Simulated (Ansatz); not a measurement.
# TiAl: the cost of one run

Computed with Ansatz 0.2.0 (DFT r2SCAN, scalar-relativistic, plane waves, PAW, unless a step's input says otherwise).

## (1) The system as given

The structure is tetragonal, space group P4/mmm (No. 123). Conventional cell: a = 2.837 Å, b = 2.837 Å, c = 4.059 Å, α = 90.00°, β = 90.00°, γ = 90.00°. Around Ti (site symmetry 4/mmm) lie 4 Ti at 2.84 Å and 8 Al at 2.85 Å. Al (site symmetry 4/mmm) has 4 Al at 2.84 Å and 8 Ti at 2.85 Å in its first shell of neighbours.

As a file:

```xyz
2
Lattice="2.8373 0.0000 0.0000 0.0000 2.8373 0.0000 0.0000 0.0000 4.0591" Properties=species:S:1:pos:R:3 pbc="T T T"
Ti    0.0000    0.0000    0.0000
Al    1.4186    1.4186    2.0295
```

No relaxation comes first: the listed cell is the starting point.

## (2) The reference cell

Reference values: F = -3045.6909 eV; pressure -2.03 GPa; largest force 0.000 eV/Å; gap on the mesh none (metal). It was computed beforehand with the settings of the runs below.

## (3) Setting up energy and stress against strain

The cell is strained by ε times the Voigt pattern (1, -1, 0, 0, 0, 0) (xx, yy, zz, yz, xz, xy; engineering shear), with fractional coordinates fixed (clamped ions). The stress on the pattern is the sum of the stress components weighted by it, tension positive.

## (4) ε = -0.1000

input.yaml reads:

```yaml
crystal:
  lattice:
    - [2.55357, 0.0, 0.0]
    - [0.0, 3.12103, 0.0]
    - [0.0, 0.0, 4.0591]
  atoms:
    - { symbol: Ti, position: [0.0, 0.0, 0.0] }
    - { symbol: Al, position: [0.5, 0.5, 0.5] }
basis:
  ecutwfc: 500
kpoints:
  mp_grid: { grid: [16, 16, 12] }
hamiltonian:
  xc: r2scan
scf:
  occupations: { method: gaussian, width: 0.15 }
output:
  forces: true
  stress: true
  eigenvalues: true
```

On the command line:

```console
$ ansatz run input.yaml --threads 1 --pin off --max-ram 2560MiB --backend cpu --events-out ev --progress --plain --runs-dir out
```

**Question.** How long does this run take on 1 thread of Intel Xeon at 2.50GHz (Skylake/Cascade Lake), shared host, and how much memory does it need?

About 49 s, with a peak of 0.62 GiB.
